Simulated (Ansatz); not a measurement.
This script for Ansatz 0.2.0 through its Python package starts 2 runs on CH3B2FO, SMILES FB1CBO1. What input does the engine get in each?

`spin.py`:
```python
# -*- coding: utf-8 -*-
import ansatz as az
from ase import Atoms

atoms = Atoms(['F', 'B', 'C', 'B', 'O', 'H', 'H', 'H'], positions=[
    (-1.7459, 1.606, -0.1944),
    (-0.6418, 0.8413, -0.521),
    (0.4494, 0.2572, 0.3865),
    (0.4745, -1.1222, -0.3182),
    (-0.4633, -0.4224, -1.2861),
    (1.4625, 0.7694, 0.2456),
    (0.197, 0.2038, 1.4681),
    (0.3597, -2.1902, 0.1638),
])
ch3b2fo = az.Crystal.molecule_from_ase(atoms)

base = (
    ch3b2fo.calculation()
    .basis(gaussian='6-31G*')
    .functional('PBE')
)
found = {}
for unpaired in [0, 2]:
    r = base.spin('collinear', total=unpaired).run(threads=1, pin='off').report
    s = unpaired / 2
    found[unpaired] = r['free_energy_ev']
    print(f'2S+1 = {unpaired + 1}: E = {found[unpaired]:.5f} eV, <S^2> = {abs(r["mean_field"]["state"]["spin_squared"]):.3f} (pure state {s * (s + 1):.2f})')
lowest = min(found, key=found.get)
for unpaired, e in found.items():
    print(f'multiplicity {unpaired + 1}: {96.485332 * (e - found[lowest]):.1f} kJ/mol above the lowest')
```

Run 1:
```yaml
crystal:
  periodic: [false, false, false]
  atoms:
    - { symbol: F, position_ang: [-1.7459, 1.606, -0.1944] }
    - { symbol: B, position_ang: [-0.6418, 0.8413, -0.521] }
    - { symbol: C, position_ang: [0.4494, 0.2572, 0.3865] }
    - { symbol: B, position_ang: [0.4745, -1.1222, -0.3182] }
    - { symbol: O, position_ang: [-0.4633, -0.4224, -1.2861] }
    - { symbol: H, position_ang: [1.4625, 0.7694, 0.2456] }
    - { symbol: H, position_ang: [0.197, 0.2038, 1.4681] }
    - { symbol: H, position_ang: [0.3597, -2.1902, 0.1638] }
basis:
  gaussian:
    orbitals: "6-31G*"
hamiltonian:
  xc: pbe
magnetization:
  spin_polarized: true
  initial_magnetization: 0.0
```

Run 2, against run 1:
```diff
-  initial_magnetization: 0.0
+  initial_magnetization: 2.0
```

`python spin.py` gives:
```text
2S+1 = 1: E = -7194.53802 eV, <S^2> = 0.000 (pure state 0.00)
2S+1 = 3: E = -7191.39070 eV, <S^2> = 2.005 (pure state 2.00)
multiplicity 1: 0.0 kJ/mol above the lowest
multiplicity 3: 303.7 kJ/mol above the lowest
```

In order: multiplicity 1 (+0.00 eV) and multiplicity 3 (+3.15 eV), all at the one geometry.

Reading the output:
- Total energies depend on the basis set; only differences at equal settings carry meaning.
- The geometry is a force-field or estimated start, not a minimum of this method, and the basis set is short of its limit. All parts are taken at fixed geometry, without zero-point energy.
- Run time: 13 s on 1 thread of Arm Neoverse V1 (shared host), peak memory 0.22 GiB.
